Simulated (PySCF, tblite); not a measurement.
# C7H12FPSi: infrared bands and NMR shifts

Aim: predict the infrared bands and NMR shifts of C7H12FPSi (`CC#C/P=C(\F)[Si](C)(C)C`).

Computed with tblite 0.8.0 and PySCF 2.14.0, with density-fitted response routines of our own, on a single molecule in the gas phase. Atoms count from 0, in the outputs and in this text.

## (1) The starting structure

22 atoms, charge 0, multiplicity 1; geometry from: GFN2-xTB.

Bonds of the start (Å): C0–C1 1.44, C1–C2 1.21, C2–P3 1.75, P3–C4 1.69, C4–F5 1.36, C4–Si6 1.90, Si6–C7 1.90, Si6–C8 1.91, Si6–C9 1.91, C0–H10 1.09, C0–H11 1.09, C0–H12 1.09, C7–H13 1.09, C7–H14 1.08, C7–H15 1.09, C8–H16 1.09, C8–H17 1.09, C8–H18 1.09, C9–H19 1.09, C9–H20 1.09, C9–H21 1.09.

## (2) Harmonic vibrations with GFN2-xTB

The job: settings as JSON, then the geometry in Å.

```
{"job": {"kind": "ir", "xc": "GFN2-xTB", "basis": "xTB"}, "charge": 0, "multiplicity": 1}
C      5.009963    -0.510489     1.340800
C      3.832476    -0.137059     0.594331
C      2.830838     0.161053    -0.009741
P      1.429223     0.633485    -0.953193
C      0.175582     0.003383    -0.007747
F      0.450334    -0.662061     1.150511
Si    -1.678674     0.137762    -0.417573
C     -1.812404     1.030250    -2.091064
C     -2.394960    -1.626122    -0.499123
C     -2.527716     1.131563     0.969553
H      4.960598    -1.566730     1.605896
H      5.071183     0.079456     2.255653
H      5.903899    -0.333300     0.742639
H     -1.374477     2.022322    -2.046507
H     -2.849294     1.141174    -2.390692
H     -1.300681     0.481108    -2.874932
H     -1.953616    -2.198242    -1.309867
H     -2.204302    -2.164810     0.424299
H     -3.469400    -1.607316    -0.654075
H     -3.598190     1.200746     0.802162
H     -2.374621     0.660539     1.935915
H     -2.136171     2.142671     1.031121
```

**Question.** This job is followed by: GIAO PBE0/pcSseg-1 NMR shielding, non-relativistic, gas phase. What will the session give for the following? strongest single infrared mode (GFN2-xTB); zero-point energy (GFN2-xTB); 13C shifts against TMS (PBE0/pcSseg-1, means over atoms taken as alike); 1H shifts against TMS (PBE0/pcSseg-1, means over atoms taken as alike); 31P shifts against H3PO4 (PBE0/pcSseg-1); 19F shifts against CFCl3 (PBE0/pcSseg-1); 29Si shifts against TMS (PBE0/pcSseg-1).

As calculated:

```
                                                               quantity                              value
                              strongest single infrared mode (GFN2-xTB)               864 cm⁻¹, 275 km/mol
                                           zero-point energy (GFN2-xTB)                     103.9 kcal/mol
13C shifts against TMS (PBE0/pcSseg-1, means over atoms taken as alike)  258.0, 128.8, 80.1, 7.2, -1.6 ppm
 1H shifts against TMS (PBE0/pcSseg-1, means over atoms taken as alike)                     2.32, 0.22 ppm
                               31P shifts against H3PO4 (PBE0/pcSseg-1)                          156.9 ppm
                               19F shifts against CFCl3 (PBE0/pcSseg-1)                            0.0 ppm
                                29Si shifts against TMS (PBE0/pcSseg-1)                           -6.2 ppm
```

All 60 modes are real, so the xTB geometry is a minimum. The strongest single mode, at 864 cm⁻¹, has its largest shares on H14, Si6, H19 and H18 (the list is cut at 4 atoms). GFN2-xTB is a fitted tight-binding method: band positions and strengths are rough. Its intensities can rank the bands wrongly. At PBE0/pcSseg-1: The largest span, 622 ppm, is at P3, where the paramagnetic term is -809 ppm.
